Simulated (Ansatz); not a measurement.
**Ba2BiSb2: properties at the relaxed cell**

An exercise on one series of results from a longer session: the logs are not shown, and one member is left open.

Method: DFT PBE, scalar-relativistic, plane waves, PAW, in Ansatz 0.2.0.

1 further run of the same task is left out (set aside as unsound or not needed).

### The system as given

The structure is orthorhombic, space group Immm (No. 71). The conventional cell has a = 4.828 Å, b = 7.673 Å, c = 10.126 Å, α = 90.00°, β = 90.00°, γ = 90.00°. Ba (site symmetry mm2) is surrounded by 6 Sb at 3.63 to 3.64 Å and 2 Bi at 3.73 Å. Sb (site symmetry m2m) is surrounded by 1 Sb at 3.11 Å and 2 Bi at 3.32 Å and 6 Ba at 3.63 to 3.64 Å. Around Bi (site symmetry mmm) lie 4 Sb at 3.32 Å and 4 Ba at 3.73 Å.

Structure file:

```cif
data_structure
_symmetry_space_group_name_H-M 'Immm'
_symmetry_Int_Tables_number 71
_cell_length_a 4.8278
_cell_length_b 7.6728
_cell_length_c 10.1260
_cell_angle_alpha 90.000
_cell_angle_beta 90.000
_cell_angle_gamma 90.000
_cell_volume 375.10
loop_
_atom_site_label
_atom_site_type_symbol
_atom_site_symmetry_multiplicity
_atom_site_Wyckoff_symbol
_atom_site_fract_x
_atom_site_fract_y
_atom_site_fract_z
_atom_site_occupancy
Ba1 Ba 4 j 0.00000 0.50000 0.21939 1
Sb1 Sb 4 h 0.50000 0.70284 0.00000 1
Bi1 Bi 2 a 0.00000 0.00000 0.00000 1
```

It is the result of an earlier relaxation at this level (volume 37.51 Å³/atom; gap on the mesh: none (metal)).

The first run:

input.yaml

```yaml
crystal:
  lattice:
    - [-2.4139023411, 3.8364215974, 5.0630193062]
    - [2.4139023411, -3.8364215974, 5.0630193062]
    - [2.4139023411, 3.8364215974, -5.0630193062]
  atoms:
    - { symbol: Ba, position: [0.7193929984, 0.2193929984, 0.5] }
    - { symbol: Ba, position: [0.2806070016, 0.7806070016, 0.5] }
    - { symbol: Sb, position: [0.7028444041, 0.5, 0.2028444041] }
    - { symbol: Sb, position: [0.2971555959, 0.5, 0.7971555959] }
    - { symbol: Bi, position: [0.0, 0.0, 0.0] }
basis:
  ecutwfc: 420
kpoints:
  mp_grid: { grid: [10, 10, 10] }
  band_path:
    path:
      - [[0.0, 0.0, 0.0], [0.5, 0.5, -0.5], [0.30682772, 0.69317228, -0.30682772]]
      - [[-0.30682772, 0.30682772, 0.30682772], [0.0, 0.0, 0.0], [0.39354018, -0.39354018, 0.39354018]]
      - [[0.60645982, 0.39354018, -0.39354018], [0.5, 0.5, -0.5]]
      - [[0.0, 0.0, 0.0], [0.0, 0.5, 0.0], [0.25, 0.25, 0.25], [0.5, 0.0, 0.0], [0.0, 0.0, 0.0], [0.0, 0.0, 0.5], [0.25, 0.25, 0.25]]
    npoints: 14
hamiltonian:
  xc: pbe
scf:
  occupations: { method: gaussian, width: 0.1 }
  n_extra_bands: 12
output:
  forces: true
  stress: true
  eigenvalues: true
  populations: true
  dos: { projected: true, de: 0.02, nscf_kmesh: { grid: [15, 15, 15] } }
  bader: true
  write_density: true
  write_potential: true
  elf: true
  volumetric_format: npy
```

The run is started by

```
> ansatz run input.yaml --threads 1 --pin off --max-ram 2560MiB --backend cpu --events-out ev --progress --plain --runs-dir out
```

Steps of the session up to this table: Electronic structure at the relaxed geometry; Volume × 0.97; Point at V/V0 = 1.03; Volume × 0.94; The cell scaled to 1.06 of its volume.

One of the session's tables, all rows but one given; the rest of the session is left out.

It belongs to the step «Equation of state». 

| volume (Å³/atom) | energy above the lowest point (meV/atom) | pressure (GPa) |
| --- | --- | --- |
| 35.259 | 16.2 | 2.46 |
| 36.385 | 3.8 | 1.13 |
| 37.510 | 0.0 | -0.01 |
| 38.635 | ? | ? |
| 39.760 | 13.4 | -1.79 |

Estimate the missing values for volume (Å³/atom) = 38.635.

Worked estimate for «energy above the lowest point (meV/atom)». A straight line through the neighbours (37.510, 0.0) and (39.760, 13.4) gives 0.0 + (13.4 − 0.0) × (38.635 − 37.510) / (39.760 − 37.510) = 6.7; a parabola fitted to 3 rows on both sides gives 3.2.

As computed: energy above the lowest point (meV/atom): 3.6; pressure (GPa): -0.97. In «energy above the lowest point (meV/atom)» the line misses by +3.1 and the parabola by -0.4.

Caveats from the session: The projections leave out shells that the potentials don't hold, such as empty d states.
